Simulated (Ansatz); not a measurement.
# Al3Au (I4/mmm) in Ansatz: notebook

One crystal, Al3Au, is run at these levels: PBE; tasks: single point.

Everything below comes from runs of Ansatz 0.2.0. Logs are shortened: lines on timing, memory, paths and dates and some standing lists are left out, and cuts for length are marked.

### Step 1. The crystal as given

It takes space group I4/mmm (No. 139, tetragonal). The conventional cell has a = 3.889 Å, b = 3.889 Å, c = 8.113 Å, α = 90.00°, β = 90.00°, γ = 90.00°. Au (site symmetry 4/mmm) is surrounded by 12 Al at 2.75 to 2.81 Å. Al (site symmetry 4/mmm) has 4 Au at 2.75 Å and 8 Al at 2.81 Å as nearest neighbours. Al (site symmetry -4m2) is surrounded by 8 Al at 2.75 to 2.81 Å and 4 Au at 2.81 Å.

The cell comes from a database or a generator and needn't be the stable form of this composition.

### Step 2. Single point, PBE, 15.34 Å³/atom

input.yaml reads:

```yaml
crystal:
  lattice:
    - [-1.94431968, 1.94431968, 4.0566]
    - [1.94431968, -1.94431968, 4.0566]
    - [1.94431968, 1.94431968, -4.0566]
  atoms:
    - { symbol: Au, position: [0.0, 0.0, 0.0] }
    - { symbol: Al, position: [0.5, 0.5, 0.0] }
    - { symbol: Al, position: [0.25, 0.75, 0.5] }
    - { symbol: Al, position: [0.75, 0.25, 0.5] }
hamiltonian:
  xc: pbe
  pseudopotentials: { kind: paw }
kpoints:
  mp_grid: { grid: [8, 8, 8] }
scf:
  occupations: { method: fermi_dirac, width: 0.05 }
output:
  forces: true
  stress: true
  eigenvalues: true
```

Potentials or basis: Ansatz PAW.

Run with:

```
$ ansatz run input.yaml --threads 2 --pin off --max-ram 5632MiB --backend cpu --events-out ev --progress --plain --runs-dir out
```

What it wrote:

```text
Warning: RAYON_NUM_THREADS=2 ignored (pool sized by the plan → 2); use --threads N
Engine: ansatz 0.2.0, x86_64-unknown-linux-gnu
Pseudopotentials: kind: paw
Pseudopotential: Au, paw, valence charge 19, recommended cutoff 420 eV (normal), Au.paw.azcp
Pseudopotential: Al, paw, valence charge 3, recommended cutoff 420 eV (normal), Al.paw.azcp
Functional definition: PBE
  parameter kappa = 0.804
  parameter beta = 0.06672455060314922
  exchange = pbe_x(kappa = kappa, mu = beta*pi^2/3)
  correlation = pbe_c(beta = beta)
Crystal: 4 atoms, lattice volume = 61.342 Å³
Basis set: ecut = 420 eV, 1185 PW (Γ), exchange–correlation on 72×72×72 points (8 copies of the dense FFT grid, shifted against one another)
Bands: 18, of which v1, the nominal top of the filled ones, is band 14 counted from 1 (13 counted from 0)
Symmetry: 16 space group operations
Space group: I4/mmm (ITA 139), of the structure as read, at distance tolerance 3.9e-5 Å
k-points: 59 of 512
Non-local potential: Au, projectors of the file, l = 0: 3, l = 1: 2, l = 2: 2, l = 3: 1
Non-local potential: Al, projectors of the file, l = 0: 2, l = 1: 2, l = 2: 1
PAW form: soft (Blöchl's): semilocal exchange-correlation on the pseudo side does not see the compensation charge
PAW one-centre angular grid: Au, 590 points (default); XC on 64 Gauss nodes
PAW one-centre angular grid: Al, 110 points (default); XC on 64 Gauss nodes
Initial density: superposition of atomic densities (neutral atoms: chi_scale 0, normalization atom), corrected by the library's trained network
Initial wavefunctions: pseudopotential atomic-orbital guess
Functional: x = pbe(κ = 0.804, μ = 0.2195149727645171), c = pbe(β = 0.06672455060314922)
SCF iter   1: F=—  HF=-14762.129425 eV  |F-HF|=—  |Δ(HF+E_count)|=         —  Δρ=2.53e-3  dr2=3.94e-3  ethr=1.77e-3  ⟨swp⟩=6.4  Hψ=5758  notcnv=0
preconditioner: auto → Kerker (q_TF=auto, 2.394 Å⁻¹)  [metal: Δε(μ)=0.009 eV  Ē_g=7.978 eV  σ=0.050 eV  W_gap=0.04  n_scr=14 (ndim 8)  ℏωp=21.2 eV  f_vac=0.000  D(μ)=1.99/eV (n_scr^D=14)]
SCF iter   2: F=—  HF=-14762.129493 eV  |F-HF|=—  |Δ(HF+E_count)|=   6.79e-5  Δρ=1.32e-3  dr2=1.06e-3  ethr=1.41e-5  ⟨swp⟩=1.8  Hψ=1834  notcnv=0
SCF iter   3: F=—  HF=-14762.129501 eV  |F-HF|=—  |Δ(HF+E_count)|=   8.04e-6  Δρ=4.72e-4  dr2=1.82e-4  ethr=3.79e-6  ⟨swp⟩=1.1  Hψ=1063  notcnv=0
SCF iter   4: F=—  HF=-14762.129467 eV  |F-HF|=—  |Δ(HF+E_count)|=   3.36e-5  Δρ=8.69e-5  dr2=3.37e-6  ethr=6.51e-7  ⟨swp⟩=2.3  Hψ=1583  notcnv=0
SCF iter   5: F=—  HF=-14762.129455 eV  |F-HF|=—  |Δ(HF+E_count)|=   1.28e-5  Δρ=1.22e-5  dr2=8.34e-8  ethr=1.20e-8  ⟨swp⟩=2.2  Hψ=1586  notcnv=0
SCF iter   6: F=-14762.129455 eV  HF=-14762.129455 eV  |F-HF|=1.40e-9  |Δ(HF+E_count)|=   7.81e-9  Δρ=2.19e-6  dr2=3.37e-9  ethr=2.98e-10  ⟨swp⟩=2.6  Hψ=3759  notcnv=0
SCF 1 converged in 6 iterations: F = -14762.129455 eV  dr2 = 3.37e-9
SCF converged after 6 iterations
Free energy (F): -14762.129455 eV
Harris-Foulkes:  -14762.129455 eV  (|F-HF|=1.40e-9)
Internal energy: -14762.114671 eV  (E = F + TS)
E sigma→0 (E₀):  -14762.122063 eV
Entropy (-TS):   -0.014783 eV (-3.696 meV/atom)
Fermi energy:    12.922878 eV
--- Per-component energies (eV) ---
  E_band       = -311.360467
  E_kinetic    = 678.475869
  E_local      = -2932.693373  (includes V_loc(G=0)·N_el)
  E_nonlocal   = 101.732050
  E_hartree    = 1289.374762
  E_xc         = -350.839636
  E_vxc        = -367.026664  (∫ρ·V_xc dr)
  E_paw        = -11107.349630  (= ΣΔE_a)
  E_vpaw       = -370.600667  (= ΣTr[D̂ρ^β])
  E_aug_tail   = 0.001398  (compensation charges beyond the density's cutoff)
  E_ewald      = -2440.816113
  E_smearing   = -0.014783  (= −TS)
  E_closure    = -0.000000  (closes the sum)
  Σ components = -14762.129455   (vs F -14762.129455, Δ=0.00e0)
--- Forces (eV/Å), atoms counted from 1 ---
  atom   1  Au     0.00000000     0.00000000     0.00000000
  atom   2  Al     0.00000000     0.00000000    -0.00000000
  atom   3  Al    -0.00000000     0.00000000     0.00000000
  atom   4  Al     0.00000000     0.00000000    -0.00000000
  max |Σ_I F_I| component: 2.12e-29 eV/Å
--- Stress (GPa, compression-positive) ---
       11.837522       0.000000       0.000000
        0.000000      11.837522       0.000000
        0.000000      -0.000000       6.293257
  P = ⅓ Tr σ = 9.9894 GPa (99.894 kbar)
--- Band table (eV; the first three rows and the last of 59) ---
  k-point 0: bands = ["-94.1200", "-45.5406", "-45.5391", "-45.5391", "0.9877", "6.2946", "6.3131", "6.7172", "6.7172", "7.2001", "9.6452", "12.8788", "12.9178", "12.9178", "13.6503", "13.7613", "13.7613", "14.1376"]
  k-point 1: bands = ["-94.1200", "-45.5405", "-45.5395", "-45.5394", "1.3162", "6.4001", "6.4304", "6.5168", "6.5872", "7.0052", "10.1709", "11.5903", "11.7782", "12.1765", "12.5730", "13.1091", "16.0248", "16.2341"]
  k-point 2: bands = ["-94.1200", "-45.5405", "-45.5402", "-45.5401", "2.2737", "6.0621", "6.4538", "6.4623", "6.6861", "6.7585", "9.8544", "10.7531", "10.7741", "11.5109", "11.8280", "13.2110", "13.5579", "18.6903"]
  k-point 58: bands = ["-94.1200", "-45.5407", "-45.5391", "-45.5391", "3.1472", "3.4437", "6.1063", "7.1218", "7.1626", "7.1626", "7.2499", "10.3446", "10.3446", "12.7699", "14.5118", "18.1628", "18.5798", "18.5798"]
```

Run time: 2.1 s. Hardware: 2 threads of Intel Xeon Platinum 8488C (Sapphire Rapids), shared host; peak memory 0.43 GiB.

Results:

```yaml
Free_energy: -14762.1295 eV
Pressure: 10.0 GPa
Band_gap_on_the_k_mesh: none (metal or under the smearing width)
```

### Step 3. Single point, PBE, 15.98 Å³/atom

Changes to input.yaml since step 2:

```diff
@@ -2,5 +2,5 @@
   lattice:
-    - [-1.94431968, 1.94431968, 4.0566]
-    - [1.94431968, -1.94431968, 4.0566]
-    - [1.94431968, 1.94431968, -4.0566]
+    - [-1.98482634, 1.98482634, 4.0566]
+    - [1.98482634, -1.98482634, 4.0566]
+    - [1.98482634, 1.98482634, -4.0566]
   atoms:
@@ -21 +21,5 @@
   eigenvalues: true
+  write_density: true
+  write_potential: true
+  elf: true
+  volumetric_format: npy
```

Potentials or basis: Ansatz PAW.

Run with:

```
$ ansatz run input.yaml --threads 2 --pin off --max-ram 5632MiB --backend cpu --events-out ev --progress --plain --runs-dir out
```

Run time: 2.7 s. Hardware: 2 threads of Intel Xeon Platinum 8488C (Sapphire Rapids), shared host; peak memory 0.44 GiB.

Results (log left out):

```
Free energy            : -14762.2659 eV
Pressure               : 4.6 GPa
Band gap on the k mesh : none (metal or under the smearing width)
```
